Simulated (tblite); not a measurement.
# C8H17N: the cost of one run

The runs use tblite 0.8.0 and PySCF 2.14.0, with density-fitted response routines of our own; the level of theory stands in each step. All values are computed, except where a source is named. Atoms are numbered from 0 throughout.

## Step 1: The molecule as given

26 atoms, charge 0, multiplicity 1; geometry from: force field or distance geometry start.

Bonds of the start (Å): C0–C1 1.35, C1–C2 1.48, C2–C3 1.53, C2–C4 1.50, C4–C5 1.51, C4–C6 1.51, C6–C7 1.50, C7–N8 1.46, C0–H9 1.06, C0–H10 1.10, C1–H11 1.10, C2–H12 1.11, C3–H13 1.11, C3–H14 1.12, C3–H15 1.10, C4–H16 1.11, C5–H17 1.11, C5–H18 1.12, C5–H19 1.12, C6–H20 1.13, C6–H21 1.09, C7–H22 1.12, C7–H23 1.11, N8–H24 1.06, N8–H25 1.06.

## Step 2: Geometry optimisation with GFN2-xTB

The job: settings as JSON, then the geometry in Å.

```
{"job": {"kind": "relax", "xc": "GFN2-xTB", "basis": "xTB"}, "charge": 0, "multiplicity": 1}
C      2.963100     0.896100     0.954300
C      2.398600    -0.115100     0.257100
C      1.035700     0.088300    -0.276900
C      1.124600    -0.051900    -1.797100
C      0.018600    -0.882200     0.246400
C     -0.161500    -0.849500     1.741100
C     -1.354200    -0.697000    -0.350600
C     -1.939100     0.657600    -0.074300
N     -3.257800     0.663300    -0.703900
H      3.926600     0.854400     1.392800
H      2.373700     1.819600     1.078500
H      2.946000    -1.061900     0.121800
H      0.763400     1.151000    -0.079000
H      0.822500     0.898700    -2.275000
H      2.199400    -0.232800    -2.050600
H      0.551600    -0.921500    -2.153800
H      0.376000    -1.892900    -0.026900
H     -0.013000     0.181800     2.111900
H     -1.234300    -1.110700     1.938100
H      0.504600    -1.590100     2.258900
H     -2.019500    -1.443500     0.174300
H     -1.337000    -0.992400    -1.397800
H     -1.368200     1.492700    -0.556200
H     -2.119600     0.847700     1.000400
H     -3.238000     1.342700    -1.522500
H     -3.983200     0.969900     0.002200
```

Command:

```sh
$ OMP_NUM_THREADS=1 python probes_run.py task.json out
```

One launch serves the whole session: the jobs run in the order shown.

Q: Estimate the wall time and peak memory of this first job on 1 thread of Arm Neoverse N1, shared host.

About 1.8 s, with a peak of 0.18 GiB.
